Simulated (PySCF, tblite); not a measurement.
# C6H12FNSi2: geometry, infrared bands and NMR shifts

Wanted: the infrared bands and NMR shifts of C6H12FNSi2 (`C=C(C)[Si@@H](C#N)C[C@@H](F)[SiH3]`), by calculation.

Programs: tblite 0.8.0 and PySCF 2.14.0, with density-fitted response routines of our own. Each step states its level of theory. These are calculated values for one molecule in the gas phase, unless marked as measured. Atoms count from 0, in the outputs and in this text.

## (1) Starting geometry

22 atoms, charge 0, multiplicity 1; geometry from: force field or distance geometry start.

Bonds of the start (Å): C0–C1 1.34, C1–C2 1.50, C1–Si3 1.90, Si3–C4 1.90, C4–N5 1.16, Si3–C6 1.90, C6–C7 1.53, C7–F8 1.36, C7–Si9 1.86, C0–H10 1.08, C0–H11 1.09, C2–H12 1.08, C2–H13 1.09, C2–H14 1.11, Si3–H15 1.50, C6–H16 1.09, C6–H17 1.10, C7–H18 1.10, Si9–H19 1.49, Si9–H20 1.49, Si9–H21 1.49.

## (2) Geometry optimisation with GFN2-xTB

Job settings and geometry (Å):

```
{"job": {"kind": "relax", "xc": "GFN2-xTB", "basis": "xTB"}, "charge": 0, "multiplicity": 1}
C     -1.738400     1.991600    -0.464600
C     -1.743400     0.662500    -0.321600
C     -2.436600    -0.268000    -1.264400
Si    -0.823500    -0.177300     1.114600
C     -1.802900    -1.651200     1.812900
N     -2.398600    -2.567100     2.200300
C      0.867600    -0.773200     0.492800
C      1.794400     0.352800     0.024100
F      2.103500     1.114700     1.107500
Si     3.393900    -0.206600    -0.753400
H     -1.242800     2.665300     0.223400
H     -2.280400     2.462700    -1.286600
H     -1.752600    -0.982100    -1.699900
H     -3.242800    -0.815800    -0.766100
H     -2.908000     0.298100    -2.092600
H     -0.621600     0.835700     2.199200
H      0.690900    -1.494200    -0.307400
H      1.343000    -1.325300     1.321400
H      1.274000     1.002700    -0.689100
H      4.181900    -1.057200     0.184700
H      4.224600     0.963500    -1.166600
H      3.107400    -1.012200    -1.970100
```

The run is started by

```
$ OMP_NUM_THREADS=1 python probes_run.py task.json out
```

The driver reads the jobs from task.json and runs them one after another.

**Question.** This job is followed by: GFN2-xTB harmonic vibrations, gas phase; GIAO PBE0/pcSseg-1 NMR shielding, non-relativistic, gas phase. What will the session give for the following? strongest single infrared mode (GFN2-xTB); zero-point energy (GFN2-xTB); ¹³C shifts against TMS (PBE0/pcSseg-1); ¹H shifts against TMS (PBE0/pcSseg-1, means over atoms taken as alike); ²⁹Si shifts against TMS (PBE0/pcSseg-1); ¹⁵N shifts against NH3 (PBE0/pcSseg-1); ¹⁹F shifts against CFCl3 (PBE0/pcSseg-1); surface potential, 1st and 99th percentile.

As calculated:

| quantity | value |
| --- | --- |
| strongest single infrared mode (GFN2-xTB) | 779 cm⁻¹, 412 km/mol |
| zero-point energy (GFN2-xTB) | 98.3 kcal/mol |
| ¹³C shifts against TMS (PBE0/pcSseg-1) | 145.9, 139.9, 125.6, 86.4, 27.1, 23.0 ppm |
| ¹H shifts against TMS (PBE0/pcSseg-1, means over atoms taken as alike) | 6.42, 5.85, 5.04, 4.93, 3.98, 2.20, 1.70, 1.08 ppm |
| ²⁹Si shifts against TMS (PBE0/pcSseg-1) | -46.8, -64.3 ppm |
| ¹⁵N shifts against NH3 (PBE0/pcSseg-1) | 364.2 ppm |
| ¹⁹F shifts against CFCl3 (PBE0/pcSseg-1) | -237.1 ppm |
| surface potential, 1st and 99th percentile | -1.68 V and 1.28 V |

In words: Relaxing lowered the energy by 0.235 eV in 74 steps; the close pair that moved most is C7–Si9, from 1.864 to 1.924 Å. No mode is imaginary among the 60: a minimum at this level. The strongest single mode, at 779 cm⁻¹, is spread over several atoms, H21, H19, H20 among them. GFN2-xTB is a fitted tight-binding method: band positions and strengths are rough. Its intensities can rank the bands wrongly. The most deshielded carbon is C1 (fully substituted alkene carbon), at 145.9 ppm: an sp2 carbon of a C=C bond. At PBE0/pcSseg-1: The widest tensor belongs to N5: span 589 ppm, with a paramagnetic part of -435 ppm. By nearest atom (PBE0/pcSseg-1), the HOMO sits on C0, C1 about 29 % each; C6 7 % and the LUMO on C0, C1 about 21 % each; Si3 10 %.
